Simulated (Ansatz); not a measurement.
# C2H8AlClO: the cost of one run

Program: Ansatz 0.2.0. Level of theory: UKS PBE-D4/STO-3G. These are calculated values, not measurements.

## 1. The structure to begin with

Bond lengths: Al1–Cl2 2.604 Å, Al1–C3 1.984 Å, Al1–C4 1.979 Å, Al1–O6 2.181 Å, C3–H7 1.097 Å, C3–H8 1.093 Å, C3–H9 1.093 Å, C4–H10 1.094 Å, C4–H11 1.093 Å, C4–H12 1.096 Å, O6–H13 0.956 Å. Angles (14 of 19 angles, heavy atoms first): Cl2–Al1–C3 103.8°, Cl2–Al1–C4 106.3°, Cl2–Al1–O6 75.5°, C3–Al1–C4 142.8°, C3–Al1–O6 105.2°, C4–Al1–O6 103.1°, Al1–C3–H7 109.4°, Al1–C3–H8 113.4°, Al1–C3–H9 113.5°, Al1–C4–H10 114.3°, Al1–C4–H11 113.0°, Al1–C4–H12 108.5°, Al1–O6–H13 127.2°, H7–C3–H8 106.9°.

As a file:

```xyz
13

Al   -0.0602   -0.2274   -0.0543
Cl    2.1440    0.1636   -1.3843
C     0.5631   -0.8645    1.7181
C    -1.4878   -0.4681   -1.4034
H     1.1817    1.4625   -0.7040
O     0.2244    1.9347   -0.0154
H     1.5139   -0.3764    1.9665
H    -0.1332   -0.6380    2.5302
H     0.7448   -1.9417    1.7545
H    -1.6764   -1.5100   -1.6773
H    -2.4466   -0.0451   -1.0917
H    -1.1944    0.0583   -2.3192
H     0.6266    2.4521    0.6804
```

## 2. Run 1

150 steps of 0.5 fs at constant energy, with velocities drawn for 1000 K.

Input file input.yaml:

```yaml
crystal:
  periodic: [false, false, false]
  atoms:
    - { symbol: Al, position_ang: [-0.0602, -0.2274, -0.0543] }
    - { symbol: Cl, position_ang: [2.144, 0.1636, -1.3843] }
    - { symbol: C, position_ang: [0.5631, -0.8645, 1.7181] }
    - { symbol: C, position_ang: [-1.4878, -0.4681, -1.4034] }
    - { symbol: H, position_ang: [1.1817, 1.4625, -0.704] }
    - { symbol: O, position_ang: [0.2244, 1.9347, -0.0154] }
    - { symbol: H, position_ang: [1.5139, -0.3764, 1.9665] }
    - { symbol: H, position_ang: [-0.1332, -0.638, 2.5302] }
    - { symbol: H, position_ang: [0.7448, -1.9417, 1.7545] }
    - { symbol: H, position_ang: [-1.6764, -1.51, -1.6773] }
    - { symbol: H, position_ang: [-2.4466, -0.0451, -1.0917] }
    - { symbol: H, position_ang: [-1.1944, 0.0583, -2.3192] }
    - { symbol: H, position_ang: [0.6266, 2.4521, 0.6804] }
magnetization:
  spin_polarized: true
basis:
  gaussian: { orbitals: STO-3G }
hamiltonian:
  xc: pbe
  dispersion: d4
md:
  timestep: 0.5
  n_steps: 150
  ensemble: nve
  temperature: 1000.0
  initial_velocities: maxwell_boltzmann
  seed: 804590
```

Command:

```console
ansatz run input.yaml --threads 1 --pin off --max-ram 2048MiB --backend cpu --events-out ev --progress --plain --runs-dir out
```

**Question.** How long does this run take on 1 thread of Arm Neoverse V1, shared host, and how much memory does it need?

About 10 min, with a peak of 0.12 GiB.
